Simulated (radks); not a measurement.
# Ir²⁺ in [Xe] 4f14 5d7: an all-electron calculation

Wanted: eigenvalues, radial structure and energy terms of the iridium ion Ir2+.

Method: Dirac Kohn-Sham, BP86, spin-unpolarised, spherical densities, point nucleus; open shells are shared between the two j in proportion to 2j + 1. Code: radks (a radial shooting solver on a logarithmic mesh, Libxc functionals) version 1.

### 1 The system

| Quantity | Value |
| --- | --- |
| element | iridium (Z = 77) |
| charge | +2 |
| electrons | 75 |
| configuration | [Xe] 4f14 5d7 |

The outer shells:

Ir²⁺
```
[Xe] core
4f [↑↓][↑↓][↑↓][↑↓][↑↓][↑↓][↑↓]
5d [↑↓][↑↓][↑ ][↑ ][↑ ]
```

### 2 The calculation

Settings of this run:

```text
Z 77
configuration [Xe] 4f14 5d7
relativity Dirac
functional b88,p86
spin unpolarised
j_filling average
nucleus point
c 137.035999084
```

What does the calculation give?

**Answer**, as computed:

```
                        quantity                   value
                    total energy     -17859.1445 hartree
exchange-correlation share of it                  1.96 %
                            −T/E                  1.1400
          highest occupied level       5d5/2, -24.011 eV
    most extended occupied level  5d5/2, <r> = 1.65 bohr
 radius at density 0.001 e/bohr³               3.61 bohr
    maxima of the radial density                       4
         ionisation energy, NIST          28 (theory) eV
```

What this shows: The radial density shows 4 maxima for 5 occupied principal shells; where shells overlap, one shows as a shoulder or not at all. −T/E is 1.140: with relativity the kinetic term as defined here no longer equals −E. Minus the highest eigenvalue, 24.011 eV, is 86 % of the tabulated ionisation energy (28 eV); the potential of a semilocal functional falls off too fast, so its top eigenvalue is too shallow. Spin polarisation and multiplet splitting are left out. Sharing an open shell by 2j + 1 raises it above the true ground level by a part of the spin-orbit splitting, which enters the differences from NIST.
